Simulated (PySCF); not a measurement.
# Pr(NH2)3: forces at shaken geometries

Aim: move all atoms of relaxed Pr(NH2)3 at random and read energies and forces. The structure is generated, not taken from experiment.

Method: B3LYP, Pr lcecp-1-SVP with ECP48, N def2-SVP, H def2-SVP; scalar-relativistic core potentials, no spin–orbit coupling; program: PySCF 2.14.0.

4 further runs of the same task are left out: 2 for a known fault of the program, 2 that didn't finish.

### 1 Where the work starts

10 atoms, charge 0, spin multiplicity 1.

Bond lengths: Pr1–N2 2.280 Å, Pr1–N5 2.279 Å, Pr1–N8 2.280 Å, N2–H3 1.024 Å, N2–H4 1.024 Å, N5–H6 1.024 Å, N5–H7 1.024 Å, N8–H9 1.024 Å, N8–H10 1.024 Å. Angles: N2–Pr1–N5 118.4°, N2–Pr1–N8 118.7°, N5–Pr1–N8 119.2°, Pr1–N2–H3 127.2°, Pr1–N2–H4 127.8°, H3–N2–H4 104.9°, Pr1–N5–H6 128.8°, Pr1–N5–H7 126.1°, H6–N5–H7 105.0°, Pr1–N8–H9 127.1°, Pr1–N8–H10 127.8°, H9–N8–H10 104.9°.

Coordinates:

```mol
H6N3Pr
  3D, bonds by distance, orders not assigned

 10  9  0  0  0  0  0  0  0  0999 V2000
   -0.0065    0.0286    0.2883 Pr  0  0
    2.2574    0.0108    0.0185 N   0  0
    2.8718   -0.8084    0.0008 H   0  0
    2.8713    0.8056   -0.1815 H   0  0
   -1.1385    1.9547   -0.1631 N   0  0
   -2.1467    2.0969   -0.2681 H   0  0
   -0.7199    2.8682   -0.3604 H   0  0
   -1.1287   -1.9563    0.2562 N   0  0
   -0.7216   -2.8957    0.2365 H   0  0
   -2.1387   -2.1044    0.1729 H   0  0
  1  2  8  0
  1  5  8  0
  1  8  8  0
  2  3  8  0
  2  4  8  0
  5  6  8  0
  5  7  8  0
  8  9  8  0
  8 10  8  0
M  END
```

Formal oxidation states: Pr +3. Each metal's 2 4f electrons lie in its core potential, so multiplicities, spins and levels count the valence alone. An earlier session relaxed this geometry at B3LYP, Pr lcecp-1-SVP with ECP48, N def2-SVP, H def2-SVP (singlet, point group Cs).

Its energy there is -200.712562 Eh.

### 2 Atoms moved at random, σ = 0.03 Å

The input, run.py (the lines that set the calculation):

```python
mol = gto.M(atom='''
Pr     0.02211     0.06400     0.27654
N      2.26173    -0.00220     0.04854
H      2.87726    -0.80322     0.03138
H      2.90224     0.78898    -0.20569
N     -1.18202     1.93655    -0.17430
H     -2.15128     2.06509    -0.27210
H     -0.73826     2.89681    -0.35460
N     -1.14990    -1.95000     0.25936
H     -0.71324    -2.90088     0.25126
H     -2.12865    -2.09513     0.13962''',
    basis={'Pr': 'lcecp-1-SVP', 'N': 'def2-SVP', 'H': 'def2-SVP'},
    ecp={'Pr': 'lcecp-1-SVP'},
    charge=0, spin=0)
mf = dft.RKS(mol, xc='B3LYP')
mf.grids.atom_grid = (50, 194)  # f atoms: unpruned, at least (60, 302)
mf = mf.density_fit()  # fitting sets: Pr AutoAux, N def2-universal-JKFIT, H def2-universal-JKFIT
mf.conv_tol = 1e-08; mf.max_cycle = 55
mf.kernel(dm0)  # dm0: the density of the relaxed state
```

On the command line:

```bash
$ OMP_NUM_THREADS=2 python run.py
```

What it wrote:

```text
init E= -200.700441703686
  HOMO = -0.20784968719753  LUMO = -0.0541505873393433  gap/eV = 4.18237
cycle= 1 E= -200.706151657497  delta_E= -0.00571  |g|= 0.0369  |ddm|= 0.16
  HOMO = -0.202754917085831  LUMO = -0.0517173679271572  gap/eV = 4.10994
cycle= 2 E= -200.706341520239  delta_E= -0.00019  |g|= 0.0268  |ddm|= 0.0654
  HOMO = -0.204834549317335  LUMO = -0.0514741041157798  gap/eV = 4.17315
cycle= 3 E= -200.70647330423  delta_E= -0.000132  |g|= 0.0131  |ddm|= 0.0324
  HOMO = -0.20397173038008  LUMO = -0.0516189071406501  gap/eV = 4.14573
cycle= 4 E= -200.706514609683  delta_E= -4.13e-05  |g|= 0.00103  |ddm|= 0.0115
  HOMO = -0.204115900537043  LUMO = -0.0516401800684179  gap/eV = 4.14908
cycle= 5 E= -200.70651488314  delta_E= -2.73e-07  |g|= 0.000372  |ddm|= 0.00164
  HOMO = -0.204085804527142  LUMO = -0.0516388794252229  gap/eV = 4.14829
cycle= 6 E= -200.706514912976  delta_E= -2.98e-08  |g|= 0.00023  |ddm|= 0.000635
  HOMO = -0.20410050559062  LUMO = -0.051638869151116  gap/eV = 4.14869
cycle= 7 E= -200.706514925135  delta_E= -1.22e-08  |g|= 3.17e-05  |ddm|= 0.000209
  HOMO = -0.204096973403479  LUMO = -0.0516391977286403  gap/eV = 4.14859
cycle= 8 E= -200.706514925437  delta_E= -3.02e-10  |g|= 4.06e-06  |ddm|= 4.13e-05
  HOMO = -0.204097382788074  LUMO = -0.0516388551860629  gap/eV = 4.14861
Extra cycle  E= -200.706514925436  delta_E= 1.14e-12  |g|= 5.24e-06  |ddm|= 1.01e-05
converged SCF energy = -200.706514925436
```

Wall time 6.9 s (2 threads of Intel Xeon at 2.80GHz (Skylake/Cascade Lake), shared host).

Read off: E = -200.706515 Eh (+0.165 eV from the relaxed state), HOMO -5.55 eV, LUMO -1.41 eV, Mulliken charge on Pr1 +0.90 e, largest force component 2.834 eV/Å. 

```csv
atom,Fx,Fy,Fz (eV/Å)
Pr1,-0.813,-0.752,0.106
N2,0.735,1.293,-0.385
H3,0.293,-0.596,0.044
H4,-0.642,-0.615,0.265
N5,2.834,1.383,-0.071
H6,-1.937,0.320,-0.223
H7,-0.825,-1.542,0.261
N8,1.991,-0.064,0.110
H9,-0.440,0.802,0.016
H10,-1.196,-0.228,-0.122
```

### 3 Atoms moved at random, σ = 0.1 Å

The input, run.py (the lines that set the calculation):

```python
mol = gto.M(atom='''
Pr     0.15965     0.17845     0.33267
N      2.22968     0.04622    -0.10473
H      2.86114    -0.65857    -0.16901
H      2.79297     0.78122     0.05222
N     -1.19944     1.94740    -0.27111
H     -2.26905     2.00486    -0.07564
H     -0.54870     2.89494    -0.28413
N     -1.22298    -1.85369     0.41359
H     -0.65684    -3.02848     0.13257
H     -2.14642    -2.31233    -0.02642''',
    basis={'Pr': 'lcecp-1-SVP', 'N': 'def2-SVP', 'H': 'def2-SVP'},
    ecp={'Pr': 'lcecp-1-SVP'},
    charge=0, spin=0)
mf = dft.RKS(mol, xc='B3LYP')
mf.grids.atom_grid = (50, 194)  # f atoms: unpruned, at least (60, 302)
mf = mf.density_fit()  # fitting sets: Pr AutoAux, N def2-universal-JKFIT, H def2-universal-JKFIT
mf.conv_tol = 1e-08; mf.max_cycle = 55
mf.kernel(dm0)  # dm0: the density of the relaxed state
```

On the command line:

```bash
$ OMP_NUM_THREADS=2 python run.py
```

What it wrote:

```text
init E= -200.384517143641
  HOMO = -0.306109918426237  LUMO = -0.136612737283198  gap/eV = 4.61225
cycle= 1 E= -200.548197782236  delta_E= -0.164  |g|= 0.439  |ddm|= 1.03
  HOMO = -0.0900767825040774  LUMO = -0.0630969128515169  gap/eV = 0.73416
cycle= 2 E= -200.205241104522  delta_E= 0.343  |g|= 1.19  |ddm|= 1.52
  HOMO = -0.193494736684345  LUMO = -0.0547438475742581  gap/eV = 3.77560
cycle= 3 E= -200.601100834439  delta_E= -0.396  |g|= 0.108  |ddm|= 1.16
  HOMO = -0.185261131207042  LUMO = -0.0601276467289686  gap/eV = 3.40506
cycle= 4 E= -200.602541066962  delta_E= -0.00144  |g|= 0.0842  |ddm|= 0.17
  HOMO = -0.192386219862112  LUMO = -0.0615428242639453  gap/eV = 3.56043
cycle= 5 E= -200.604178508023  delta_E= -0.00164  |g|= 0.0158  |ddm|= 0.0802
  HOMO = -0.191258284275953  LUMO = -0.0605594894059784  gap/eV = 3.55650
cycle= 6 E= -200.604245092574  delta_E= -6.66e-05  |g|= 0.00361  |ddm|= 0.0212
  HOMO = -0.191578147893239  LUMO = -0.060641011106064  gap/eV = 3.56298
cycle= 7 E= -200.604247794682  delta_E= -2.7e-06  |g|= 0.00166  |ddm|= 0.00438
  HOMO = -0.191710863082587  LUMO = -0.0606738053273332  gap/eV = 3.56570
cycle= 8 E= -200.604248480386  delta_E= -6.86e-07  |g|= 0.000387  |ddm|= 0.00173
  HOMO = -0.191753597240663  LUMO = -0.0606454300023422  gap/eV = 3.56763
cycle= 9 E= -200.604248540589  delta_E= -6.02e-08  |g|= 6.86e-05  |ddm|= 0.000778
  HOMO = -0.191749054226456  LUMO = -0.0606535684202782  gap/eV = 3.56729
cycle= 10 E= -200.604248543261  delta_E= -2.67e-09  |g|= 1.91e-05  |ddm|= 0.000164
  HOMO = -0.191741659230285  LUMO = -0.0606527546596247  gap/eV = 3.56711
Extra cycle  E= -200.604248543174  delta_E= 8.72e-11  |g|= 3.3e-05  |ddm|= 6.47e-05
converged SCF energy = -200.604248543174
```

Run time: 7.2 s. Hardware: 2 threads of Intel Xeon at 2.80GHz (Skylake/Cascade Lake), shared host.

Read off: E = -200.604249 Eh (+2.947 eV from the relaxed state), HOMO -5.22 eV, LUMO -1.65 eV, Mulliken charge on Pr1 +0.89 e, largest force component 5.011 eV/Å. 

```csv
atom,Fx,Fy,Fz (eV/Å)
Pr1,-4.658,-1.618,0.405
N2,-2.239,-0.601,-0.514
H3,2.406,-3.455,-0.531
H4,2.753,4.223,0.511
N5,1.227,1.650,0.749
H6,2.481,0.839,-0.544
H7,-3.063,-2.305,-0.064
N8,0.527,-5.011,-2.571
H9,-1.335,4.336,1.275
H10,1.901,1.944,1.284
```

### 4 Atoms moved at random, σ = 0.06 Å

The input, run.py (the lines that set the calculation):

```python
mol = gto.M(atom='''
Pr     0.04554     0.00132     0.28164
N      2.14849    -0.02387    -0.05938
H      2.83689    -0.82043     0.09112
H      2.98422     0.84267    -0.14110
N     -1.15862     1.94785    -0.14821
H     -2.10684     2.13658    -0.22446
H     -0.67425     2.84080    -0.44345
N     -1.15964    -1.92601     0.26554
H     -0.69693    -2.93333     0.22431
H     -2.21887    -2.06559     0.15399''',
    basis={'Pr': 'lcecp-1-SVP', 'N': 'def2-SVP', 'H': 'def2-SVP'},
    ecp={'Pr': 'lcecp-1-SVP'},
    charge=0, spin=0)
mf = dft.RKS(mol, xc='B3LYP')
mf.grids.atom_grid = (50, 194)  # f atoms: unpruned, at least (60, 302)
mf = mf.density_fit()  # fitting sets: Pr AutoAux, N def2-universal-JKFIT, H def2-universal-JKFIT
mf.conv_tol = 1e-08; mf.max_cycle = 55
mf.kernel(dm0)  # dm0: the density of the relaxed state
```

On the command line:

```bash
$ OMP_NUM_THREADS=2 python run.py
```

What it wrote:

```text
init E= -200.589161223102
  HOMO = -0.234329622431314  LUMO = -0.0823624057996106  gap/eV = 4.13524
cycle= 1 E= -200.667431786319  delta_E= -0.0783  |g|= 0.162  |ddm|= 0.442
  HOMO = -0.188633920076527  LUMO = -0.0489114342694776  gap/eV = 3.80204
cycle= 2 E= -200.65397267113  delta_E= 0.0135  |g|= 0.291  |ddm|= 0.371
  HOMO = -0.199807001051775  LUMO = -0.0487966589760056  gap/eV = 4.10920
cycle= 3 E= -200.674297335535  delta_E= -0.0203  |g|= 0.0306  |ddm|= 0.245
  HOMO = -0.200979976005307  LUMO = -0.0492096179588906  gap/eV = 4.12988
cycle= 4 E= -200.674505229293  delta_E= -0.000208  |g|= 0.00681  |ddm|= 0.0333
  HOMO = -0.200141775230128  LUMO = -0.0495669732348283  gap/eV = 4.09735
cycle= 5 E= -200.674513180545  delta_E= -7.95e-06  |g|= 0.00429  |ddm|= 0.0102
  HOMO = -0.20067554338501  LUMO = -0.0496191145107652  gap/eV = 4.11045
cycle= 6 E= -200.674517643491  delta_E= -4.46e-06  |g|= 0.000621  |ddm|= 0.00381
  HOMO = -0.20066094102389  LUMO = -0.0495866025788629  gap/eV = 4.11094
cycle= 7 E= -200.674517755809  delta_E= -1.12e-07  |g|= 0.000144  |ddm|= 0.00105
  HOMO = -0.200656012107789  LUMO = -0.0495930833161395  gap/eV = 4.11063
cycle= 8 E= -200.674517758542  delta_E= -2.73e-09  |g|= 0.000114  |ddm|= 0.000234
  HOMO = -0.200659102343519  LUMO = -0.0495927092030755  gap/eV = 4.11073
cycle= 9 E= -200.674517761598  delta_E= -3.06e-09  |g|= 2.14e-05  |ddm|= 0.00011
  HOMO = -0.200655236718476  LUMO = -0.0495904542607946  gap/eV = 4.11068
Extra cycle  E= -200.674517761374  delta_E= 2.24e-10  |g|= 3.8e-05  |ddm|= 5.4e-05
converged SCF energy = -200.674517761374
```

It took 7.2 s on 2 threads of Intel Xeon at 2.80GHz (Skylake/Cascade Lake), shared host.

Read off: E = -200.674518 Eh (+1.035 eV from the relaxed state), HOMO -5.46 eV, LUMO -1.35 eV, Mulliken charge on Pr1 +0.87 e, largest force component 6.759 eV/Å. 

```csv
atom,Fx,Fy,Fz (eV/Å)
Pr1,-3.044,0.737,0.226
N2,6.759,1.968,-0.135
H3,-1.037,0.694,-0.318
H4,-3.211,-2.810,0.137
N5,3.643,0.190,-0.104
H6,-2.639,0.478,-0.190
H7,-0.601,-1.037,0.378
N8,-0.334,-2.617,-0.285
H9,-1.412,2.366,0.083
H10,1.877,0.030,0.210
```

### 5 Results

| σ (Å) | energy rise (eV) | harmonic estimate −½ F·u (eV) | largest force component (eV/Å) |
| --- | --- | --- | --- |
| 0.03 | 0.165 | 0.164 | 2.83 |
| 0.1 | 2.947 | 2.614 | 5.01 |
| 0.06 | 1.035 | 0.993 | 6.76 |

Every displacement raises the energy. For a harmonic well the rise equals −½ F·u; the two differ by at most 11 % here (a move with σ = 0.1 Å), from anharmonicity, the grid and the small forces left at the relaxed point. The bases are small and lack diffuse functions. Spin–orbit coupling is left out.
